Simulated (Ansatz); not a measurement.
# GaH5N2S: the cost of one run

Method: the settings change from run to run; program: Ansatz 0.2.0, Gaussian basis.

### 1 The relaxed structure

The structure was relaxed beforehand with PBE0-D4 in a triple-zeta def2 set.

9 atoms, charge 0, spin multiplicity 1.

Atoms are counted from 1 here; the program's logs count them from 0.

Bond lengths: N1–Ga2 1.818 Å, N1–H5 1.006 Å, N1–H6 1.007 Å, Ga2–N3 1.815 Å, Ga2–S4 2.204 Å, N3–H7 1.006 Å, N3–H8 1.006 Å, S4–H9 1.343 Å. Angles: Ga2–N1–H5 121.0°, Ga2–N1–H6 121.1°, H5–N1–H6 111.0°, N1–Ga2–N3 121.2°, N1–Ga2–S4 120.6°, N3–Ga2–S4 117.9°, Ga2–N3–H7 121.2°, Ga2–N3–H8 122.0°, H7–N3–H8 111.4°, Ga2–S4–H9 93.8°.

### 2 B3LYP5/ANO-RCC-VTZP

This run has charge +1, multiplicity 2, atoms shaken by 0.03 Å.

in.yaml reads:

```yaml
crystal:
  periodic: [false, false, false]
  atoms:
    - {symbol: N, position_ang: [0.382074, 0.567149, -1.444040]}
    - {symbol: Ga, position_ang: [-0.132016, 0.011093, 0.192925]}
    - {symbol: N, position_ang: [0.614243, -1.520520, 0.900628]}
    - {symbol: S, position_ang: [-1.738994, 0.921687, 1.258098]}
    - {symbol: H, position_ang: [0.145369, 1.517124, -1.774933]}
    - {symbol: H, position_ang: [1.188116, 0.273380, -1.881325]}
    - {symbol: H, position_ang: [0.365585, -1.796312, 1.840880]}
    - {symbol: H, position_ang: [1.431585, -1.906974, 0.596908]}
    - {symbol: H, position_ang: [-2.064021, 1.782900, 0.360125]}
basis:
  gaussian: {orbitals: ANO-RCC-VTZP}
total_charge: 1
magnetization: {spin_polarized: true, initial_magnetization: 1}
hamiltonian: {xc: {name: B3LYP5}}
```

Launch:

```console
$ ansatz run in.yaml --threads 4 --pin off --events-out ev --progress --plain --max-ram 10444MiB
```

Q: Estimate wall time and peak memory on 4 threads of Arm Neoverse V2, shared host.

About 47 s, with a peak of 1.3 GiB.
